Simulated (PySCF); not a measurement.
# C2HBrO: NMR shieldings, spin-spin couplings, relativistic core levels

Wanted: NMR shieldings, spin-spin couplings, relativistic core levels for C2HBrO (`O=C=CBr`).

Computed with PySCF 2.14.0 and routines of our own; the level stands in each step. Atoms count from 0.

## 1. The starting structure

5 atoms, charge 0, multiplicity 1; geometry from: GFN2-xTB.

## 2. Geometry optimisation at PBE0-D3(BJ)/def2-SVP

The job: settings as JSON, then the geometry in Å.

```
{"job": {"xc": "PBE0", "basis": "def2-SVP", "d3": "d3bj", "grid": 1, "maxiter": 30, "shake": 0.01, "kind": "geom"}, "charge": 0, "multiplicity": 1}
O      1.989360    -0.471670     0.001600
C      0.860740    -0.095910    -0.004460
C     -0.393020     0.283060    -0.012800
Br    -1.706730    -1.044360    -0.014310
H     -0.716780     1.294900    -0.007930
```

Command:

```bash
OMP_NUM_THREADS=1 python heavy_run.py task.json out
```

One launch serves the whole session: the jobs run in the order shown.

The log of the run:

```text
step   0  E = -2725.25060150  max force = 0.061790
step   1  E = -2725.25220180  max force = 0.007570
step   2  E = -2725.25289718  max force = 0.007708
step   3  E = -2725.25314739  max force = 0.001963
step   4  E = -2725.25316556  max force = 0.000869
step   5  E = -2725.25316912  max force = 0.000284
optimisation converged
```

Wall time 8.2 s (1 thread of Intel Xeon 6975P-C, shared host); peak memory 0.34 GiB.

Along the way:

```tsv
step	energy from step 0 (eV)	largest force component (eV/Å)
0	0.0000	3.1774
1	-0.0435	0.3893
2	-0.0625	0.3964
3	-0.0693	0.1009
4	-0.0698	0.0447
5	-0.0699	0.0146
```

Distances of close pairs at the start and the end, largest changes first:

```tsv
bond	before (Å)	after (Å)	change (Å)
O0–C1	1.190	1.160	-0.030
C2–H4	1.062	1.090	+0.028
C2–Br3	1.868	1.877	+0.009
C1–C2	1.310	1.319	+0.009
```

The final coordinates are the input of the step that follows.

```tsv
at the end point	value
point group (found at 0.08 Å tolerance)	Cs
rotational constants (GHz, main isotopes)	31.970, 2.065, 1.940
dipole moment (D)	1.09
```

## 3. NMR shieldings: PBE0/pcJ-1 Br:dyall-v2z, spin–orbit

The job: settings as JSON, then the geometry in Å.

```
{"job": {"kind": "hnmr", "xc": "PBE0", "basis": {"default": "pcJ-1", "Br": "dyall-v2z"}, "rel": "so"}, "charge": 0, "multiplicity": 1}
O      2.001380    -0.350553    -0.003306
C      0.874252    -0.077232    -0.005304
C     -0.406899     0.234615    -0.007786
Br    -1.708762    -1.117443    -0.013112
H     -0.726545     1.276588    -0.008414
```

Level: PBE0/pcJ-1 Br:dyall-v2z GIAO NMR shielding, X2C with spin-orbit coupling, screened-nuclear two-electron part, Gaussian nuclei, gas phase.

The log of the run:

```text
spin-free SCF
coarse grid: 25344 points
cycle   1  E = -2757.8420629296  dE =  5.700e-01  |g| = 6.527e-01  |ddm| = 2.270e+00
cycle   2  E = -2757.5212820378  dE =  3.208e-01  |g| = 1.459e+00  |ddm| = 1.179e+00
cycle   3  E = -2757.9102442414  dE = -3.890e-01  |g| = 1.451e-01  |ddm| = 8.960e-01
cycle   4  E = -2757.9130826934  dE = -2.838e-03  |g| = 9.824e-02  |ddm| = 1.718e-01
cycle   5  E = -2757.9154249271  dE = -2.342e-03  |g| = 1.029e-02  |ddm| = 7.527e-02
cycle   6  E = -2757.9154457390  dE = -2.081e-05  |g| = 2.576e-03  |ddm| = 1.243e-02
cycle   7  E = -2757.9154470919  dE = -1.353e-06  |g| = 1.158e-03  |ddm| = 3.541e-03
final grid: 52072 points
cycle   8  E = -2757.9156065148  dE =  1.243e-07  |g| = 1.727e-03  |ddm| = 2.315e-03
cycle   9  E = -2757.9156058009  dE =  7.139e-07  |g| = 2.643e-03  |ddm| = 3.048e-03
cycle  10  E = -2757.9156068825  dE = -1.082e-06  |g| = 5.767e-04  |ddm| = 1.898e-03
cycle  11  E = -2757.9156069426  dE = -6.011e-08  |g| = 1.397e-04  |ddm| = 4.408e-04
cycle  12  E = -2757.9156069459  dE = -3.326e-09  |g| = 1.224e-05  |ddm| = 8.707e-05
converged SCF energy = -2757.9156069459
two-component SCF
cycle   1  E = -2757.8487977184  dE = -2.758e+03  |FDS-SDF| = 2.194e+01
cycle   2  E = -2757.9935372301  dE = -1.447e-01  |FDS-SDF| = 9.664e-02
cycle   3  E = -2757.9936926656  dE = -1.554e-04  |FDS-SDF| = 4.489e-03
cycle   4  E = -2757.9937111926  dE = -1.853e-05  |FDS-SDF| = 2.181e-03
cycle   5  E = -2757.9937150158  dE = -3.823e-06  |FDS-SDF| = 1.322e-03
cycle   6  E = -2757.9937171245  dE = -2.109e-06  |FDS-SDF| = 3.496e-04
cycle   7  E = -2757.9937173788  dE = -2.543e-07  |FDS-SDF| = 3.330e-04
cycle   8  E = -2757.9937174437  dE = -6.483e-08  |FDS-SDF| = 1.155e-04
cycle   9  E = -2757.9937174754  dE = -3.169e-08  |FDS-SDF| = 5.798e-05
cycle  10  E = -2757.9937174788  dE = -3.460e-09  |FDS-SDF| = 1.138e-05
converged, E = -2757.9937174788

Field gradients (au) and densities at the nuclei (bohr^-3)
atom        Vxx        Vyy        Vzz        centre      nuclear mean
  0 O      0.3007     0.8406    -1.1414        311.474        311.464
  1 C     -0.0685    -0.4532     0.5217        126.259        126.257
  2 C     -0.0014    -0.3958     0.3972        125.656        125.654
  3 Br    -4.6037    -4.9880     9.5917      40817.657      40757.904
  4 H     -0.1240    -0.1807     0.3048          0.452          0.452
without picture change
  3 Br                           9.9151                     66241.139

Core orbital energies (eV)
atom   shell        mean    spread
  3 Br 1s       -13365.263   0.000
  3 Br 2s        -1754.578   0.000
  3 Br 3s         -247.587   0.000
  3 Br 4s          -22.916   0.000
  3 Br 2p1/2     -1578.200   0.000
  3 Br 2p3/2     -1530.849   0.082
  3 Br 3p1/2      -185.884   0.000
  3 Br 3p3/2      -178.939   0.274
  3 Br 3d3/2       -71.960   0.304
  3 Br 3d5/2       -70.861   0.412

Shielding tensors (ppm)
atom      isotropic    diamagn.    paramagn.     s11        s22        s33       span
  0 O       -77.79      399.06     -476.85    -232.94    -146.28     145.86     378.79
  1 C       -19.66      257.97     -277.62     -94.95     -56.27      92.25     187.20
  2 C       172.63      253.83      -81.20     156.46     174.02     187.42      30.97
  3 Br     2797.79     2984.50     -186.70    2522.16    2745.21    3126.01     603.85
  4 H        27.55       27.92       -0.37      21.26      24.43      36.96      15.70
```

It took 30 s on 1 thread of Intel Xeon 6975P-C, shared host; peak memory 0.99 GiB.

From this job:

```tsv
quantity	value
energy from spin-orbit coupling	-0.0781 Eh
```

The fields below are evaluated on a grid from the run's orbitals.

Frontier orbitals at PBE0/dyall-v2z+pcJ-1, with the share of their density that lies nearest to each atom:

```tsv
orbital	energy (eV)	lies on
HOMO	-6.84	Br3 34 %; C2 31 %; O0 16 %
LUMO	-2.18	C1 36 %; Br3 29 %; O0 21 %
```

ELF in a plane through or near 5 of the atoms.

Ten even steps from '0' (0.00) to '9' (1.00):
```
0000000000000000000000000000
0000000000000000000000000000
0000000000000000000000000000
0000000000000000000000000000
0000000000000178973000000000
0000000000000499998200000000
0000000000000499997100000000
0000012233322389984000000000
0000034556556535762012210000
0000267778526859253466641000
0001388547553843775588863100
0000378747844535623438864100
0000268877753214536736853100
0000035654320026735526631000
0000001221100037886565310000
0000000000000036788752100000
0000000000000013565420000000
0000000000000001233200000000
0000000000000000000000000000
0000000000000000000000000000
```
The map spans 9.2 Å across and 7.8 Å up, centred on the molecule. Atoms in the plane (x, y in Å): O0 (-2.0, -0.4), C1 (-0.9, -0.1), C2 (0.4, 0.3), Br3 (1.7, -1.1), H4 (0.7, 1.3).

On the surface of density 0.002 e/bohr³ the electrostatic potential runs, from the 1st to the 99th percentile, from -0.66 V near O0 to 1.66 V near C1.

## 4. Spin-spin couplings: PBE0/pcJ-1 Br:dyall-v2z, spin–orbit

The job: settings as JSON, then the geometry in Å.

```
{"job": {"kind": "hj", "xc": "PBE0", "basis": {"default": "pcJ-1", "Br": "dyall-v2z"}, "rel": "so", "atoms": [3]}, "charge": 0, "multiplicity": 1}
O      2.001380    -0.350553    -0.003306
C      0.874252    -0.077232    -0.005304
C     -0.406899     0.234615    -0.007786
Br    -1.708762    -1.117443    -0.013112
H     -0.726545     1.276588    -0.008414
```

Level: PBE0/pcJ-1 Br:dyall-v2z indirect spin-spin coupling, X2C with spin-orbit coupling, screened-nuclear two-electron part, Gaussian nuclei, gas phase.

The log of the run:

```text
spin-free SCF
coarse grid: 25344 points
cycle   1  E = -2757.8420629296  dE =  5.700e-01  |g| = 6.527e-01  |ddm| = 2.270e+00
cycle   2  E = -2757.5212820378  dE =  3.208e-01  |g| = 1.459e+00  |ddm| = 1.179e+00
cycle   3  E = -2757.9102442414  dE = -3.890e-01  |g| = 1.451e-01  |ddm| = 8.960e-01
cycle   4  E = -2757.9130826934  dE = -2.838e-03  |g| = 9.824e-02  |ddm| = 1.718e-01
cycle   5  E = -2757.9154249271  dE = -2.342e-03  |g| = 1.029e-02  |ddm| = 7.527e-02
cycle   6  E = -2757.9154457390  dE = -2.081e-05  |g| = 2.576e-03  |ddm| = 1.243e-02
cycle   7  E = -2757.9154470919  dE = -1.353e-06  |g| = 1.158e-03  |ddm| = 3.541e-03
final grid: 52072 points
cycle   8  E = -2757.9156065148  dE =  1.243e-07  |g| = 1.727e-03  |ddm| = 2.315e-03
cycle   9  E = -2757.9156058009  dE =  7.139e-07  |g| = 2.643e-03  |ddm| = 3.048e-03
cycle  10  E = -2757.9156068825  dE = -1.082e-06  |g| = 5.767e-04  |ddm| = 1.898e-03
cycle  11  E = -2757.9156069426  dE = -6.011e-08  |g| = 1.397e-04  |ddm| = 4.408e-04
cycle  12  E = -2757.9156069459  dE = -3.326e-09  |g| = 1.224e-05  |ddm| = 8.707e-05
converged SCF energy = -2757.9156069459
two-component SCF
cycle   1  E = -2757.8487977184  dE = -2.758e+03  |FDS-SDF| = 2.194e+01
cycle   2  E = -2757.9935372301  dE = -1.447e-01  |FDS-SDF| = 9.664e-02
cycle   3  E = -2757.9936926656  dE = -1.554e-04  |FDS-SDF| = 4.489e-03
cycle   4  E = -2757.9937111926  dE = -1.853e-05  |FDS-SDF| = 2.181e-03
cycle   5  E = -2757.9937150158  dE = -3.823e-06  |FDS-SDF| = 1.322e-03
cycle   6  E = -2757.9937171245  dE = -2.109e-06  |FDS-SDF| = 3.496e-04
cycle   7  E = -2757.9937173788  dE = -2.543e-07  |FDS-SDF| = 3.330e-04
cycle   8  E = -2757.9937174437  dE = -6.483e-08  |FDS-SDF| = 1.155e-04
cycle   9  E = -2757.9937174754  dE = -3.169e-08  |FDS-SDF| = 5.798e-05
cycle  10  E = -2757.9937174788  dE = -3.460e-09  |FDS-SDF| = 1.138e-05
converged, E = -2757.9937174788

Indirect spin-spin couplings
  i        j     bonds      J/Hz   K/1e19 T2/J   anisotropy/Hz
  3  79Br   0  17O    3      -45.36      110.75      -124.2
  3  79Br   1  13C    2       23.54       30.99       140.9
  3  79Br   2  13C    1     -154.94     -204.00       140.6
  3  79Br   4   1H    2       42.16       13.96        63.7
```

Run time: 23 s. Hardware: 1 thread of Intel Xeon 6975P-C, shared host; peak memory 0.69 GiB.

From this job:

```tsv
quantity	value
energy from spin-orbit coupling	-0.0781 Eh
```

## 5. Relativistic core levels: PBE0/pcJ-1 Br:dyall-v2z, spin–orbit

The job: settings as JSON, then the geometry in Å.

```
{"job": {"kind": "hxps", "xc": "PBE0", "basis": {"default": "pcJ-1", "Br": "dyall-v2z"}, "rel": "so", "holes": [[3, "3d"]]}, "charge": 0, "multiplicity": 1}
O      2.001380    -0.350553    -0.003306
C      0.874252    -0.077232    -0.005304
C     -0.406899     0.234615    -0.007786
Br    -1.708762    -1.117443    -0.013112
H     -0.726545     1.276588    -0.008414
```

Level: PBE0/pcJ-1 Br:dyall-v2z core ionisation, delta-SCF with one localised hole, X2C with spin-orbit coupling, screened-nuclear two-electron part, Gaussian nuclei, gas phase.

The log of the run:

```text
spin-free SCF
coarse grid: 25344 points
cycle   1  E = -2757.8420629296  dE =  5.700e-01  |g| = 6.527e-01  |ddm| = 2.270e+00
cycle   2  E = -2757.5212820378  dE =  3.208e-01  |g| = 1.459e+00  |ddm| = 1.179e+00
cycle   3  E = -2757.9102442414  dE = -3.890e-01  |g| = 1.451e-01  |ddm| = 8.960e-01
cycle   4  E = -2757.9130826934  dE = -2.838e-03  |g| = 9.824e-02  |ddm| = 1.718e-01
cycle   5  E = -2757.9154249271  dE = -2.342e-03  |g| = 1.029e-02  |ddm| = 7.527e-02
cycle   6  E = -2757.9154457390  dE = -2.081e-05  |g| = 2.576e-03  |ddm| = 1.243e-02
cycle   7  E = -2757.9154470919  dE = -1.353e-06  |g| = 1.158e-03  |ddm| = 3.541e-03
final grid: 52072 points
cycle   8  E = -2757.9156065148  dE =  1.243e-07  |g| = 1.727e-03  |ddm| = 2.315e-03
cycle   9  E = -2757.9156058009  dE =  7.139e-07  |g| = 2.643e-03  |ddm| = 3.048e-03
cycle  10  E = -2757.9156068825  dE = -1.082e-06  |g| = 5.767e-04  |ddm| = 1.898e-03
cycle  11  E = -2757.9156069426  dE = -6.011e-08  |g| = 1.397e-04  |ddm| = 4.408e-04
cycle  12  E = -2757.9156069459  dE = -3.326e-09  |g| = 1.224e-05  |ddm| = 8.707e-05
converged SCF energy = -2757.9156069459
two-component SCF
cycle   1  E = -2757.8487977184  dE = -2.758e+03  |FDS-SDF| = 2.194e+01
cycle   2  E = -2757.9935372301  dE = -1.447e-01  |FDS-SDF| = 9.664e-02
cycle   3  E = -2757.9936926656  dE = -1.554e-04  |FDS-SDF| = 4.489e-03
cycle   4  E = -2757.9937111926  dE = -1.853e-05  |FDS-SDF| = 2.181e-03
cycle   5  E = -2757.9937150158  dE = -3.823e-06  |FDS-SDF| = 1.322e-03
cycle   6  E = -2757.9937171245  dE = -2.109e-06  |FDS-SDF| = 3.496e-04
cycle   7  E = -2757.9937173788  dE = -2.543e-07  |FDS-SDF| = 3.330e-04
cycle   8  E = -2757.9937174437  dE = -6.483e-08  |FDS-SDF| = 1.155e-04
cycle   9  E = -2757.9937174754  dE = -3.169e-08  |FDS-SDF| = 5.798e-05
cycle  10  E = -2757.9937174788  dE = -3.460e-09  |FDS-SDF| = 1.138e-05
converged, E = -2757.9937174788

Field gradients (au) and densities at the nuclei (bohr^-3)
atom        Vxx        Vyy        Vzz        centre      nuclear mean
  0 O      0.3007     0.8406    -1.1414        311.474        311.464
  1 C     -0.0685    -0.4532     0.5217        126.259        126.257
  2 C     -0.0014    -0.3958     0.3972        125.656        125.654
  3 Br    -4.6037    -4.9880     9.5917      40817.657      40757.904
  4 H     -0.1240    -0.1807     0.3048          0.452          0.452
without picture change
  3 Br                           9.9151                     66241.139

Core orbital energies (eV)
atom   shell        mean    spread
  3 Br 1s       -13365.263   0.000
  3 Br 2s        -1754.578   0.000
  3 Br 3s         -247.587   0.000
  3 Br 4s          -22.916   0.000
  3 Br 2p1/2     -1578.200   0.000
  3 Br 2p3/2     -1530.849   0.082
  3 Br 3p1/2      -185.884   0.000
  3 Br 3p3/2      -178.939   0.274
  3 Br 3d3/2       -71.960   0.304
  3 Br 3d5/2       -70.861   0.412

hole in 3d5/2 of atom 3
cycle   1  E = -2754.8150948847  dE = -2.755e+03  |FDS-SDF| = 2.199e+00
cycle   2  E = -2754.9264840682  dE = -1.114e-01  |FDS-SDF| = 2.177e+00
cycle   3  E = -2755.1680506742  dE = -2.416e-01  |FDS-SDF| = 1.754e-01
cycle   4  E = -2755.1671278778  dE =  9.228e-04  |FDS-SDF| = 1.697e-01
cycle   5  E = -2755.1721123711  dE = -4.984e-03  |FDS-SDF| = 1.928e-02
cycle   6  E = -2755.1721866477  dE = -7.428e-05  |FDS-SDF| = 5.033e-03
cycle   7  E = -2755.1721928983  dE = -6.251e-06  |FDS-SDF| = 1.155e-03
cycle   8  E = -2755.1721932565  dE = -3.583e-07  |FDS-SDF| = 5.336e-04
cycle   9  E = -2755.1721933580  dE = -1.015e-07  |FDS-SDF| = 1.432e-04
cycle  10  E = -2755.1721933801  dE = -2.207e-08  |FDS-SDF| = 6.139e-05
converged, E = -2755.1721933801

Core binding energies (eV)
atom   line    delta-SCF   -orbital   splitting
  3 Br 3d5/2      76.685      70.86     1.098
```

Wall time 18 s (1 thread of Intel Xeon 6975P-C, shared host); peak memory 0.82 GiB.

From this job:

```tsv
quantity	value
energy from spin-orbit coupling	-0.0781 Eh
```

## 6. NMR shieldings: PBE0/pcJ-1 Br:dyall-v2z, non-relativistic

The job: settings as JSON, then the geometry in Å.

```
{"job": {"kind": "hnmr", "xc": "PBE0", "basis": {"default": "pcJ-1", "Br": "dyall-v2z"}, "rel": "nr"}, "charge": 0, "multiplicity": 1}
O      2.001380    -0.350553    -0.003306
C      0.874252    -0.077232    -0.005304
C     -0.406899     0.234615    -0.007786
Br    -1.708762    -1.117443    -0.013112
H     -0.726545     1.276588    -0.008414
```

Method: PBE0/pcJ-1 Br:dyall-v2z GIAO NMR shielding, non-relativistic, Gaussian nuclei, gas phase.

The log of the run:

```text
non-relativistic SCF
coarse grid: 25344 points
cycle   1  E = -2725.5871579200  dE = -2.074e+01  |g| = 2.296e+00  |ddm| = 2.346e+00
cycle   2  E = -2725.2747086576  dE =  3.124e-01  |g| = 1.698e+00  |ddm| = 1.187e+00
cycle   3  E = -2725.4029957322  dE = -1.283e-01  |g| = 1.260e+00  |ddm| = 1.471e+00
cycle   4  E = -2725.6797821495  dE = -2.768e-01  |g| = 2.369e-01  |ddm| = 7.254e-01
cycle   5  E = -2725.6846299989  dE = -4.848e-03  |g| = 9.145e-02  |ddm| = 1.776e-01
cycle   6  E = -2725.6863936130  dE = -1.764e-03  |g| = 2.781e-02  |ddm| = 8.692e-02
cycle   7  E = -2725.6865550106  dE = -1.614e-04  |g| = 5.073e-03  |ddm| = 1.896e-02
cycle   8  E = -2725.6865594581  dE = -4.448e-06  |g| = 7.030e-04  |ddm| = 3.568e-03
final grid: 52072 points
cycle   9  E = -2725.6865698569  dE =  3.509e-08  |g| = 8.570e-04  |ddm| = 1.832e-03
cycle  10  E = -2725.6865697615  dE =  9.537e-08  |g| = 1.125e-03  |ddm| = 2.057e-03
cycle  11  E = -2725.6865700404  dE = -2.788e-07  |g| = 1.048e-04  |ddm| = 1.092e-03
cycle  12  E = -2725.6865700417  dE = -1.343e-09  |g| = 3.962e-05  |ddm| = 7.853e-05
converged SCF energy = -2725.6865700417
check of the scalar solution
cycle   1  E = -2725.6865700417  dE = -2.726e+03  |FDS-SDF| = 3.962e-05
cycle   2  E = -2725.6865700411  dE =  6.598e-10  |FDS-SDF| = 7.294e-05
converged, E = -2725.6865700411

Field gradients (au) and densities at the nuclei (bohr^-3)
atom        Vxx        Vyy        Vzz        centre      nuclear mean
  0 O      0.2961     0.8413    -1.1374        308.893        308.880
  1 C     -0.0681    -0.4538     0.5219        125.685        125.683
  2 C     -0.0018    -0.3962     0.3979        125.081        125.079
  3 Br    -4.3153    -4.6817     8.9970      29275.719      29251.891
  4 H     -0.1239    -0.1809     0.3048          0.452          0.452

Core orbital energies (eV)
atom   shell        mean    spread
  3 Br 1s       -13148.914   0.000
  3 Br 2s        -1704.401   0.000
  3 Br 3s         -239.220   0.000
  3 Br 4s          -22.277   0.000
  3 Br 2p        -1534.860   0.125
  3 Br 3p         -179.452   0.425
  3 Br 3d          -72.974   0.455

Shielding tensors (ppm)
atom      isotropic    diamagn.    paramagn.     s11        s22        s33       span
  0 O       -78.64      401.16     -479.80    -226.71    -144.36     135.14     361.85
  1 C       -21.29      258.78     -280.07     -94.40     -61.95      92.49     186.89
  2 C       155.25      254.48      -99.23     133.76     161.08     170.92      37.17
  3 Br     2475.00     3120.38     -645.39    2133.30    2375.79    2915.90     782.60
  4 H        27.43       27.84       -0.41      21.38      24.56      36.35      14.97
```

Run time: 8.7 s. Hardware: 1 thread of Intel Xeon 6975P-C, shared host; peak memory 0.82 GiB.

## 7. Spin-spin couplings: PBE0/pcJ-1 Br:dyall-v2z, non-relativistic

The job: settings as JSON, then the geometry in Å.

```
{"job": {"kind": "hj", "xc": "PBE0", "basis": {"default": "pcJ-1", "Br": "dyall-v2z"}, "rel": "nr", "atoms": [3]}, "charge": 0, "multiplicity": 1}
O      2.001380    -0.350553    -0.003306
C      0.874252    -0.077232    -0.005304
C     -0.406899     0.234615    -0.007786
Br    -1.708762    -1.117443    -0.013112
H     -0.726545     1.276588    -0.008414
```

Method: PBE0/pcJ-1 Br:dyall-v2z indirect spin-spin coupling, non-relativistic, Gaussian nuclei, gas phase.

The log of the run:

```text
non-relativistic SCF
coarse grid: 25344 points
cycle   1  E = -2725.5871579200  dE = -2.074e+01  |g| = 2.296e+00  |ddm| = 2.346e+00
cycle   2  E = -2725.2747086576  dE =  3.124e-01  |g| = 1.698e+00  |ddm| = 1.187e+00
cycle   3  E = -2725.4029957322  dE = -1.283e-01  |g| = 1.260e+00  |ddm| = 1.471e+00
cycle   4  E = -2725.6797821495  dE = -2.768e-01  |g| = 2.369e-01  |ddm| = 7.254e-01
cycle   5  E = -2725.6846299989  dE = -4.848e-03  |g| = 9.145e-02  |ddm| = 1.776e-01
cycle   6  E = -2725.6863936130  dE = -1.764e-03  |g| = 2.781e-02  |ddm| = 8.692e-02
cycle   7  E = -2725.6865550106  dE = -1.614e-04  |g| = 5.073e-03  |ddm| = 1.896e-02
cycle   8  E = -2725.6865594581  dE = -4.448e-06  |g| = 7.030e-04  |ddm| = 3.568e-03
final grid: 52072 points
cycle   9  E = -2725.6865698569  dE =  3.509e-08  |g| = 8.570e-04  |ddm| = 1.832e-03
cycle  10  E = -2725.6865697615  dE =  9.537e-08  |g| = 1.125e-03  |ddm| = 2.057e-03
cycle  11  E = -2725.6865700404  dE = -2.788e-07  |g| = 1.048e-04  |ddm| = 1.092e-03
cycle  12  E = -2725.6865700417  dE = -1.343e-09  |g| = 3.962e-05  |ddm| = 7.853e-05
converged SCF energy = -2725.6865700417
two-component SCF
cycle   1  E = -2725.6865700417  dE = -2.726e+03  |FDS-SDF| = 3.962e-05
cycle   2  E = -2725.6865700411  dE =  6.580e-10  |FDS-SDF| = 7.294e-05
converged, E = -2725.6865700411

Indirect spin-spin couplings
  i        j     bonds      J/Hz   K/1e19 T2/J   anisotropy/Hz
  3  79Br   0  17O    3      -44.63      108.97      -120.7
  3  79Br   1  13C    2       24.96       32.86       135.7
  3  79Br   2  13C    1     -147.14     -193.73       202.8
  3  79Br   4   1H    2       42.98       14.23        59.8
```

It took 15 s on 1 thread of Intel Xeon 6975P-C, shared host; peak memory 0.63 GiB.

(Part 1 of 2 ends here.)
